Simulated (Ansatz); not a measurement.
# CoPtO2 (R-3m): equation of state

One table from this session's results is given with a row withheld; the runs are named, their logs left out.

Program: Ansatz 0.2.0. Level of theory: DFT PBE, scalar-relativistic, plane waves, PAW. These are calculated values, not measurements.

Spin polarisation is switched off on purpose; where the compound carries moments, volume, stiffness and gap are then not the real material's.

## Starting point

The structure is trigonal, space group R-3m (No. 166). The conventional cell has a = 2.854 Å, b = 2.854 Å, c = 17.909 Å, α = 90.00°, β = 90.00°, γ = 120.00°. Co (site symmetry -3m) has 6 O at 1.91 Å as nearest neighbours. Around Pt (site symmetry -3m) lie 2 O at 2.01 Å. Around O (site symmetry 3m) lie 3 Co at 1.91 Å and 1 Pt at 2.01 Å.

As a file:

```cif
data_structure
_symmetry_space_group_name_H-M 'R-3m:H'
_symmetry_Int_Tables_number 166
_cell_length_a 2.8540
_cell_length_b 2.8540
_cell_length_c 17.9091
_cell_angle_alpha 90.000
_cell_angle_beta 90.000
_cell_angle_gamma 120.000
_cell_volume 126.33
loop_
_atom_site_label
_atom_site_type_symbol
_atom_site_symmetry_multiplicity
_atom_site_Wyckoff_symbol
_atom_site_fract_x
_atom_site_fract_y
_atom_site_fract_z
_atom_site_occupancy
Co1 Co 3 b 0.66667 0.33333 0.83333 1
Pt1 Pt 3 a 0.00000 0.00000 0.00000 1
O1 O 6 c 0.00000 0.00000 0.88766 1
```

An earlier run at PBE left this cell at 10.528 Å³/atom and 0.01 GPa (14×14×14 mesh).

Volume factors to run: 0.980, 1.020, 0.960, 1.040.

Set-up of the first run:

File input.yaml:

```yaml
crystal:
  lattice:
    - [1.4174316127, 0.8183545232, 5.9296501063]
    - [-1.4174316127, 0.8183545232, 5.9296501063]
    - [0.0, -1.6367090463, 5.9296501063]
  atoms:
    - { symbol: Co, position: [0.5, 0.5, 0.5] }
    - { symbol: Pt, position: [0.0, 0.0, 0.0] }
    - { symbol: O, position: [0.8876557831, 0.8876557831, 0.8876557831] }
    - { symbol: O, position: [0.1123442169, 0.1123442169, 0.1123442169] }
basis:
  ecutwfc: 420
  ecutrho_ratio: 4
kpoints:
  mp_grid: { grid: [14, 14, 14] }
hamiltonian:
  xc: pbe
scf:
  occupations: { method: gaussian, width: 0.05 }
output:
  forces: true
  stress: true
  eigenvalues: true
relax:
  f_tol: 0.01
  max_steps: 40
  cell: { stress_tol: 0.1, fix: [volume] }
```

On the command line:

```sh
> ansatz run input.yaml --threads 1 --pin off --max-ram 2560MiB --backend cpu --events-out ev --progress --plain --runs-dir out
```

Steps of the session up to this table: Volume × 0.980; Volume × 1.020; Scaling the volume by 0.960; Scaling the volume by 1.040.

One of the session's tables, all rows but one given; the rest of the session is left out.

| volume (Å³/atom) | energy (meV/atom) | pressure (GPa) |
| --- | --- | --- |
| 10.107 | 12.88 | 10.19 |
| 10.317 | ? | ? |
| 10.528 | 0.00 | 0.01 |
| 10.738 | 2.83 | -4.26 |
| 10.949 | 10.98 | -8.05 |

**Question.** Estimate the row for volume (Å³/atom) = 10.317.

Worked estimate for «energy (meV/atom)». A straight line through the neighbours (10.107, 12.88) and (10.528, 0.00) gives 12.88 + (0.00 − 12.88) × (10.317 − 10.107) / (10.528 − 10.107) = 6.46; a parabola fitted to 3 rows on both sides gives 3.36.

As computed: energy (meV/atom): 3.10; pressure (GPa): 4.81. In «energy (meV/atom)» the line misses by +3.36 and the parabola by +0.26.

volume (Å³/atom), energy (meV/atom) and a bar:
```
    10.11       12.9 ##############################
    10.32        3.1 #######
    10.53        0.0 
    10.74        2.8 #######
    10.95       11.0 ##########################
```

Caveats from the session: Spin–orbit coupling is left out, though the cell holds Pt; in elements this heavy it can shift levels and gaps by tenths of an eV.
